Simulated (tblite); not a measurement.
# AsF3H3P: the cost of one run

Programs: tblite 0.8.0 and PySCF 2.14.0. All values are calculated, for the isolated system unless a continuum is named. Atoms count from 0, parts from 1.

## 1. The system as given

8 atoms, charge 0, multiplicity 1; geometry: rigid parts in contact. Parts: 1 = atoms 0–3, `F[As](F)F`, charge 0; 2 = atoms 4–7, `P`, charge 0.

## 2. Search for minima with GFN2-xTB

What the job is given:

```
{"job": {"kind": "dock", "xc": "GFN2-xTB", "basis": "xTB"}, "charge": 0, "multiplicity": 1, "parts": [{"atoms": "0-3", "charge": 0, "multiplicity": 1}, {"atoms": "4-7", "charge": 0, "multiplicity": 1}]}
F      0.741189     1.236737     0.216362
As    -0.620408     0.272386    -0.201491
F      0.317170    -0.773004    -1.194944
F     -0.437951    -0.736119     1.180073
P     -2.073114     3.005489    -1.161999
H     -2.901510     2.697038    -2.230623
H     -1.599687     4.149134    -1.787594
H     -3.077904     3.708810    -0.514798
```

Method: GFN2-xTB search for minima from random contacts, gas phase.

Launch:

```
> OMP_NUM_THREADS=1 python cluster_run.py task.json out
```

This one command runs all jobs of the session in turn.

**Question.** How long does this first job take on 1 thread of Arm Neoverse V1, shared host?

About 1.8 s.
